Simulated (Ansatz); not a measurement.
Mn, space group P6_3/mmc, a single point from a YAML input

Program: Ansatz's Python interface.

Contents of `scf.yaml`:
```yaml
crystal:
  lattice:
    - [2.483646, 0.0, 0.0]
    - [-1.241823, 2.1509, 0.0]
    - [0.0, 0.0, 4.026195]
  atoms:
    - { symbol: Mn, position: [0.666667, 0.333333, 0.75], spin: 4.0 }
    - { symbol: Mn, position: [0.333333, 0.666667, 0.25], spin: -4.0 }
magnetization:
  spin_polarized: true
kpoints:
  mp_grid: { kspacing: 0.3 }
hamiltonian:
  xc: r2scan
scf:
  occupations: { method: fermi_dirac, width: 0.15 }
output:
  forces: true
```

Notebook, run cell by cell (the value of a cell's last expression is shown):

```python
import warnings

import ansatz as az
import numpy as np
```

```python
warnings.simplefilter("ignore", az.DeckWarning)
```

```python
res = az.Session.from_deck("scf.yaml").plan().execute()
summary = res.report
```

    

```python
[(site.symbol, site.position_frac.round(4).tolist()) for site in res.lattice.sites]
```

    [(<Element.MN: 'Mn'>, [0.6667, 0.3333, 0.75]), (<Element.MN: 'Mn'>, [0.3333, 0.6667, 0.25])]

```python
summary["mixing_algorithm"], summary["preconditioner"], summary["eigensolver"]
```

    ('Broyden', 'none', 'band_cg')

```python
print(f"free energy      {summary['free_energy_ev']:.5f} eV")
print(f"per atom         {summary['free_energy_ev'] / len(res.lattice.sites):.5f} eV")
print(f"SCF iterations   {summary['n_iterations']}  (converged: {summary['converged']})")
```

    free energy      -7807.24670 eV
    per atom         -3903.62335 eV
    SCF iterations   17  (converged: True)

```python
# forces, one row an atom
forces = np.array(summary["forces_ev_ang"])
norms = np.linalg.norm(forces, axis=1)
print("largest force {:.4f} eV/A on atom {}".format(norms.max(), norms.argmax()))
print(np.array2string(forces, precision=4, suppress_small=True))
```

    largest force 0.0000 eV/A on atom 0
    [[ 0.  0.  0.]
     [-0. -0.  0.]]

```python
print("site moments (muB):", [round(m, 2) for m in summary["site_moments_mub"]])
print("electrons up, down:", [round(n, 3) for n in summary["spin_occupation_sums"]])
```

    site moments (muB): [1.85, -1.85]
    electrons up, down: [15.0, 15.0]

```python
used = summary["setup"]
print("cutoffs (eV):", used["ecut_ev"], used["ecutrho_ev"], " FFT grid:", used["fft_dense"])
print("cell volume {:.3f} A^3, {} symmetry operations".format(used["cell_volume_ang3"], used["n_sym_ops"]))
```

    cutoffs (eV): 500.0 2000.0  FFT grid: [20, 20, 30]
    cell volume 21.508 A^3, 12 symmetry operations

Total energies depend on the potentials; only differences at equal settings carry meaning. The mesh is modest for a metal, so energies can be off by several to tens of meV an atom and pressures by half a GPa or more; differences at equal mesh fare better. A Fermi-Dirac width this large means warm electrons, whose thermal share enters the free energy. This isn't the structure that Mn takes at ambient conditions. Run time: 19 s on 1 thread of AMD EPYC 7B13 (Zen 3) (shared host), peak memory 0.5 GiB.

(Lines on the test bed's own set-up are left out of the output.)
